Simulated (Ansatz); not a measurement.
**ScF3: stress in a strained cell**

Aim: deform ScF3 (equal xy, yz and zx engineering shear strains of -1 %) and compute stress, forces and field gradients with LAPW, PAW and all-electron datasets made for the crystal.

Program: Ansatz 0.2.0. Level of theory: DFT LDA, scalar-relativistic. These are calculated values, not measurements.

## 1. The system as given

Symmetry: Pm-3m, No. 221, cubic system. The conventional cell has a = 4.012 Å, b = 4.012 Å, c = 4.012 Å, α = 90.00°, β = 90.00°, γ = 90.00°. Sc (site symmetry m-3m) is surrounded by 6 F at 2.01 Å. F (site symmetry 4/mmm) is surrounded by 2 Sc at 2.01 Å.

Structure file:

```
CELL_PARAMETERS angstrom
4.01245 0.00000 0.00000
0.00000 4.01245 0.00000
0.00000 0.00000 4.01245
ATOMIC_POSITIONS crystal
Sc 0.00000 0.00000 0.00000
F 0.50000 0.00000 0.00000
F 0.00000 0.50000 0.00000
F 0.00000 0.00000 0.50000
```

Atoms are numbered in the order of the input: Sc1, F2, F3, F4.

## 2. After the deformation

Space group Pm-3m before, R-3m after.

## 3. LAPW, all electrons

input.yaml reads:

```yaml
crystal:
  lattice:
    - [4.01245, -0.02006225, -0.02006225]
    - [-0.02006225, 4.01245, -0.02006225]
    - [-0.02006225, -0.02006225, 4.01245]
  atoms:
    - { symbol: Sc, position: [0.0, 0.0, 0.0] }
    - { symbol: F, position: [0.5, 0.0, 0.0] }
    - { symbol: F, position: [0.0, 0.5, 0.0] }
    - { symbol: F, position: [0.0, 0.0, 0.5] }
kpoints:
  mp_grid: { grid: [6, 6, 6] }
  band_path:
    path:
      - [0.0, 0.0, 0.0]
      - [0.5, 0.0, 0.0]
      - [0.5, -0.5, 0.5]
      - [0.4901240068, -0.5098759932, 0.4901240068]
      - [0.4901240068, 0.4901240068, 0.4901240068]
      - [0.0, 0.0, 0.0]
      - [0.5, -0.5, 0.0]
    npoints: 5
scf:
  occupations: { method: fermi_dirac, width: 0.02 }
hamiltonian:
  xc: lda
  pseudopotentials: { kind: all_electron, lapw: { basis_error: 0.001 } }
output:
  forces: true
  stress: true
  eigenvalues: true
```

The run is started by

```bash
ansatz run input.yaml --threads 1 --pin off --max-ram 4096MiB --backend cpu --events-out ev --progress --plain --runs-dir out
```

## 4. PAW with frozen cores

input.yaml reads:

```yaml
crystal:
  lattice:
    - [4.01245, -0.02006225, -0.02006225]
    - [-0.02006225, 4.01245, -0.02006225]
    - [-0.02006225, -0.02006225, 4.01245]
  atoms:
    - { symbol: Sc, position: [0.0, 0.0, 0.0] }
    - { symbol: F, position: [0.5, 0.0, 0.0] }
    - { symbol: F, position: [0.0, 0.5, 0.0] }
    - { symbol: F, position: [0.0, 0.0, 0.5] }
kpoints:
  mp_grid: { grid: [6, 6, 6] }
scf:
  occupations: { method: fermi_dirac, width: 0.02 }
hamiltonian:
  xc: lda
  pseudopotentials: { kind: paw }
output:
  forces: true
  stress: true
  eigenvalues: true
  efg: { contact_densities: true }
```

## 5. All-electron PAW on datasets made for the crystal

Changes to input.yaml since step 4:

```diff
@@ -16,3 +16,3 @@
   xc: lda
-  pseudopotentials: { kind: paw }
+  pseudopotentials: { kind: all_electron, datasets: crystal }
 output:
```

(Steps that only read results are left out.)

**Question.** What will these runs give? Wanted: pressure; largest shear or deviatoric stress.

The runs gave:

```
                                 quantity                                              value
                                 pressure  LAPW -2.92, PAW -2.98, crystal datasets -2.92 GPa
largest shear or deviatoric stress (LAPW)                                           0.19 GPa
```

What this shows: The largest part of the stress beyond the pressure is 0.19 GPa in size; the atoms are carried along and not relaxed. No run of the undeformed cell stands beside it, so pressure and stress hold what the given cell had before the change, as far as its symmetry allows. PAW: stress within 0.06 GPa of LAPW. Crystal datasets: stress within 0.01 GPa of LAPW.
